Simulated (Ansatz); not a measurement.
# Lu3SnC, space group Pm-3m: a relaxation of cell and ions

Computed with Ansatz's Python interface.

`lu3snc.cif`
```cif
data_Lu3SnC
_cell_length_a 4.728220
_cell_length_b 4.728220
_cell_length_c 4.728220
_cell_angle_alpha 90.00000
_cell_angle_beta 90.00000
_cell_angle_gamma 90.00000
_symmetry_space_group_name_H-M 'P 1'
_symmetry_Int_Tables_number 1
loop_
_symmetry_equiv_pos_as_xyz
'x, y, z'
loop_
_atom_site_label
_atom_site_type_symbol
_atom_site_fract_x
_atom_site_fract_y
_atom_site_fract_z
Lu1 Lu    0.500000    0.000000    0.500000
Lu2 Lu    0.500000    0.500000    0.000000
Lu3 Lu    0.000000    0.500000    0.500000
Sn4 Sn    0.000000    0.000000    0.000000
C5 C    0.500000    0.500000    0.500000
```

Notebook, run cell by cell (the value of a cell's last expression is shown):

```python
import ansatz
from ase import Atoms
from ase.data import atomic_numbers
from ase.io import read
from ase.io import write
import numpy as np
import spglib
```

```python
XC = "r2scan"
KGRID = (6, 6, 6)
OCCUPATIONS = "cold"
```

```python
def edges_and_angles(cell):
    cell = np.asarray(cell)
    a, b, c = np.linalg.norm(cell, axis=1)
    cosines = cell[1] @ cell[2] / (b * c), cell[0] @ cell[2] / (a * c), cell[0] @ cell[1] / (a * b)
    return (a, b, c, *np.degrees(np.arccos(cosines)))
```

```python
atoms = read("lu3snc.cif")
crystal = ansatz.Crystal.from_ase(atoms)
```

```python
len(crystal.resolved().sites)
```

    5

```python
# every cell quantity that the symmetry leaves free
job = (
    crystal.calculation()
    .functional(XC)
    .pseudopotentials("paw")
    .kpoints(*KGRID)
    .occupations(OCCUPATIONS)
    .relax(cell=True)
)
steps = []
```

```python
def collect(event):
    if event["event"] == "relax_step":
        steps.append(event["data"])


out = job.session().plan().execute(on_event=collect)
data = out.report
```

    DeckWarning: basis.ecutwfc = 500 eV, auto-derived from the records' recommended cutoffs: set by Lu (their level for a meta-GGA)

```python
sorted(key for key in data if key.endswith("_ev"))
```

    ['energy_sigma0_ev', 'entropy_ts_ev', 'fermi_energy_ev', 'free_energy_ev', 'gap_by_band_count_ev',
     'harris_foulkes_ev', 'internal_energy_ev', 'lagrangian_above_aufbau_ev', 'lagrangian_ev',
     'lagrangian_sigma0_ev']

```python
data["kpoints_frac"][:4]
```

    [[0.0, 0.0, 0.0], [0.0, 0.0, 0.16666666666666666], [0.0, 0.0, 0.3333333333333333], [0.0, 0.0, -0.5]]

```python
for s in steps:
    flag = "" if s["accepted"] else "  (rejected)"
    print("step %2d  E = %.5f eV  largest force component = %.4f eV/A%s" % (s["step"], s["lagrangian_ev"], s["allowed_force_max_ev_ang"], flag))
```

    step  1  E = -50525.31984 eV  largest force component = 0.0000 eV/A
    step  2  E = -50525.31984 eV  largest force component = 0.0000 eV/A

```python
first, last = steps[0], steps[-1]
symbols = [site.symbol for site in out.lattice.sites]
print(f"energy gained {first['lagrangian_ev'] - last['lagrangian_ev']:.4f} eV in {len(steps) - 1} steps")
for label, vectors in (("before", first["cell_ang"]), ("after", out.lattice.cell_ang)):
    print(label, "a b c (A) {:.4f} {:.4f} {:.4f}  angles {:.2f} {:.2f} {:.2f}".format(*edges_and_angles(vectors)), f" V = {abs(np.linalg.det(vectors)):.3f} A^3")
print("final stress xx yy zz (GPa, compression positive):", np.round(np.diag(data["stress_gpa"]), 3) + 0.0)

relaxed = Atoms(symbols, positions=[site.position_ang for site in out.lattice.sites], cell=out.lattice.cell_ang, pbc=True)
write("relaxed.cif", relaxed, format="cif")
```

    energy gained 0.0000 eV in 1 steps
    before a b c (A) 4.7282 4.7282 4.7282  angles 90.00 90.00 90.00  V = 105.704 A^3
    after a b c (A) 4.7282 4.7282 4.7282  angles 90.00 90.00 90.00  V = 105.704 A^3
    final stress xx yy zz (GPa, compression positive): [0.014 0.014 0.014]

```python
fractions = [site.position_frac for site in out.lattice.sites]
numbers = [atomic_numbers[s] for s in symbols]
for tolerance in (1e-3, 1e-2, 1e-1):
    print(f"space group at {tolerance} A:", spglib.get_spacegroup((out.lattice.cell_ang, fractions, numbers), symprec=tolerance))
```

    space group at 0.001 A: Pm-3m (221)
    space group at 0.01 A: Pm-3m (221)
    space group at 0.1 A: Pm-3m (221)

```python
n_atoms = len(data["lattice"]["sites"])
print("F =", round(data["free_energy_ev"], 4), "eV for", n_atoms, "atoms")
print("E(sigma -> 0) =", round(data["energy_sigma0_ev"], 4), "eV, TS =", round(data["entropy_ts_ev"], 5), "eV")
print("closed by", data["closed_by"], "after", data["n_iterations"], "iterations")
```

    F = -50525.3198 eV for 5 atoms
    E(sigma -> 0) = -50525.319 eV, TS = 0.00245 eV
    closed by deck_thresholds after 6 iterations

File `relaxed.cif` afterwards:
```cif
data_image0
_chemical_formula_structural       Lu3SnC
_chemical_formula_sum              "Lu3 Sn1 C1"
_cell_length_a       4.72822
_cell_length_b       4.72822
_cell_length_c       4.72822
_cell_angle_alpha    90.0
_cell_angle_beta     90.0
_cell_angle_gamma    90.0

_space_group_name_H-M_alt    "P 1"
_space_group_IT_number       1

loop_
  _space_group_symop_operation_xyz
  'x, y, z'

loop_
  _atom_site_type_symbol
  _atom_site_label
  _atom_site_symmetry_multiplicity
  _atom_site_fract_x
  _atom_site_fract_y
  _atom_site_fract_z
  _atom_site_occupancy
  Lu  Lu1       1.0  0.5  0.0  0.5  1.0000
  Lu  Lu2       1.0  0.5  0.5  0.0  1.0000
  Lu  Lu3       1.0  0.0  0.5  0.5  1.0000
  Sn  Sn1       1.0  0.0  0.0  0.0  1.0000
  C   C1        1.0  0.5  0.5  0.5  1.0000
```

Notes:
- Total energies depend on the potentials; only differences at equal settings carry meaning. A total without «per atom» is that of the cell as typed.
- Forces vanish by symmetry, so the ions can't move, and the end may be a saddle.
- For a metal this k-point mesh is coarse: on a finer one energies can move by several to tens of meV an atom and pressures by half a GPa or more, differences at one mesh by less.
- Energies along a relaxation are free energies. Rows at an unchanged volume are solved on a plane-wave basis chosen afresh for that cell, so the energy jumps there and such rows are no steps of the walk.
- A gap by band count of zero or less means overlapping bands, a metal, and at an odd count of electrons it is no gap at all.
- The structure comes from a database of computed cells and needn't be a stable or known phase.
- Levels are Kohn-Sham eigenvalues on this mesh, without spin-orbit coupling.
- Warnings are shown shortened and without file and line.
- Finished in 14 s on 1 thread of AMD EPYC 9R45 96-Core Processor (Zen 5) (shared host), peak memory 0.81 GiB.

(Lines on the test bed's own set-up are left out of the output.)
